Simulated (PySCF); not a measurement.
# C3H6GeO: the cost of one run

The runs use PySCF 2.14.0; levels as typed in each script, gas phase, geometry from GFN2-xTB.

## Step 1: Where the work starts

11 atoms, charge 0, spin multiplicity 1.

Bond lengths: C1–C2 1.203 Å, C1–H6 1.053 Å, C2–Ge3 1.894 Å, Ge3–O4 1.755 Å, Ge3–H7 1.511 Å, Ge3–H8 1.511 Å, O4–C5 1.408 Å, C5–H9 1.091 Å, C5–H10 1.094 Å, C5–H11 1.093 Å. Angles: C2–C1–H6 179.7°, C1–C2–Ge3 179.8°, C2–Ge3–O4 102.2°, C2–Ge3–H7 111.7°, C2–Ge3–H8 111.7°, O4–Ge3–H7 110.3°, O4–Ge3–H8 110.3°, H7–Ge3–H8 110.4°, Ge3–O4–C5 126.0°, O4–C5–H9 107.0°, O4–C5–H10 111.7°, O4–C5–H11 111.7°, H9–C5–H10 108.9°, H9–C5–H11 108.9°, H10–C5–H11 108.5°.

As a file:

```xyz
11
charge 0, multiplicity 1
C    -2.7893    0.8786    0.0001
C    -1.7239    0.3206   -0.0002
Ge   -0.0498   -0.5646    0.0000
O     1.0794    0.7785    0.0000
C     2.4837    0.6787    0.0000
H    -3.7197    1.3725    0.0004
H     0.1377   -1.4061    1.2404
H     0.1383   -1.4061   -1.2402
H     2.8769    1.6967   -0.0010
H     2.8515    0.1570    0.8884
H     2.8520    0.1569   -0.8869
```

## Step 2: Localised orbitals (HF/def2-svp)

The input, input.py:

```python
import numpy as np
from pyscf import gto, scf, dft, lo
from pyscf.data.elements import chemcore

def solve(mol, dm0=None, hcore=None):
    mf = scf.UHF(mol) if mol.spin else scf.RHF(mol)
    mf = mf.density_fit(auxbasis='def2-universal-jkfit')
    mf.conv_tol, mf.max_cycle = 1e-8, 80
    if hcore is not None:
        mf.get_hcore = lambda *args: hcore
    mf.kernel(dm0)
    if not mf.converged:
        mf = mf.newton().run(mf.mo_coeff, mf.mo_occ, max_cycle=30)
    assert mf.converged, 'SCF not converged'
    return mf

mol = gto.M(atom='''
C     -2.78933     0.87855     0.00012
C     -1.72392     0.32064    -0.00022
Ge    -0.04984    -0.56457    -0.00003
O      1.07944     0.77853     0.00002
C      2.48371     0.67866     0.00004
H     -3.71971     1.37253     0.00036
H      0.13766    -1.40606     1.24036
H      0.13834    -1.40613    -1.24021
H      2.87688     1.69670    -0.00099
H      2.85154     0.15699     0.88840
H      2.85203     0.15693    -0.88687
''', basis='def2-svp', charge=0, spin=0, verbose=4)
mf = solve(mol)
occ_all = mf.mo_coeff[:, mf.mo_occ > 0]
occ = occ_all[:, chemcore(mol):]
bo = lo.Boys(mol, occ)
loc = bo.kernel()
for _ in range(5):
    new, stable = bo.stability(return_status=True)
    if stable:
        break
    loc = bo.kernel(new)
fock, s = mf.get_fock(), mf.get_ovlp()
ortho = lo.orth_ao(mol, 'meta_lowdin')
labels = mol.ao_labels(fmt=None)
vir = loc[:, :0]
both = np.hstack([loc, vir])
p = (ortho.T @ s @ both) ** 2
pop = np.array([p[[l[0] == a for l in labels]].sum(0) for a in range(mol.natm)])
spd = np.array([[p[[l[0] == a and l[2][-1] == k for l in labels]].sum(0) for k in 'spd'] for a in range(mol.natm)])
eps = np.einsum('pi,pq,qi->i', both, fock, both)
for i in np.argsort(eps):
    top = np.argsort(-pop[:, i])[:3]
    print('%3d %s %9.4f Eh ' % (i + 1, 'occ' if i < loc.shape[1] else 'vir', eps[i]), '  '.join('%s%d %.3f' % (mol.atom_symbol(a), a + 1, pop[a, i]) for a in top))
np.savez('result.npz', c=both, nocc=loc.shape[1], pop=pop, spd=spd, eps=eps, e=mf.e_tot)
```

Started as:

```console
> OMP_NUM_THREADS=1 python input.py
```

What time and memory should one allow on 1 thread of Arm Neoverse V2, shared host?

About 3.1 s, with a peak of 0.18 GiB.
